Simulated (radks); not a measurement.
# Cl in [Ne] 3s2 3p5: an all-electron calculation

The task here is to estimate one member of a computed series from the others.

Method: scalar-relativistic Kohn-Sham, r2SCAN, spin-unpolarised, spherical densities, finite nucleus. Code: radks (a radial shooting solver on a logarithmic mesh, Libxc functionals) version 1.

### The atom as given

- element: chlorine (Z = 17)
- charge: 0
- electrons: 17
- configuration: [Ne] 3s2 3p5
- nuclear rms radius: 3.3654 fm

The outer shells:

Cl
```
[Ne] core
3s [↑↓]
3p [↑↓][↑↓][↑ ]
```

Set-up of the first run:

Input:

```text
Z 17
configuration [Ne] 3s2 3p5 4s0 3d0
relativity scalar-relativistic
functional r2scan,r2scan
spin unpolarised
nucleus finite rms 3.3654 fm
c 137.035999084
```

Launch:

```console
$ python run_ks.py task.json out
```

This one command runs every case of the session in turn.

One of the session's tables, all rows but one given; the rest of the session is left out.

It belongs to the step «Shells». From the orbitals of this run (lengths in bohr):

```
level      <r>  outermost maximum (interpolated)  90 % within  nodes
   1s  0.09097                            0.0595        0.162      0
   2s   0.4425                             0.361        0.691      1
   2p   0.4063                             0.302        0.674      0
   3s    1.545                              1.28         2.35      2
   3p        ?                                 ?            ?      ?
```

Estimate the missing values for 3p.

The run gave: <r>: 1.837; outermost maximum (interpolated): 1.43; 90 % within: 2.91; nodes: 1. In the column «<r>» it is the highest.

To keep in mind: Spin polarisation and multiplet splitting are left out.
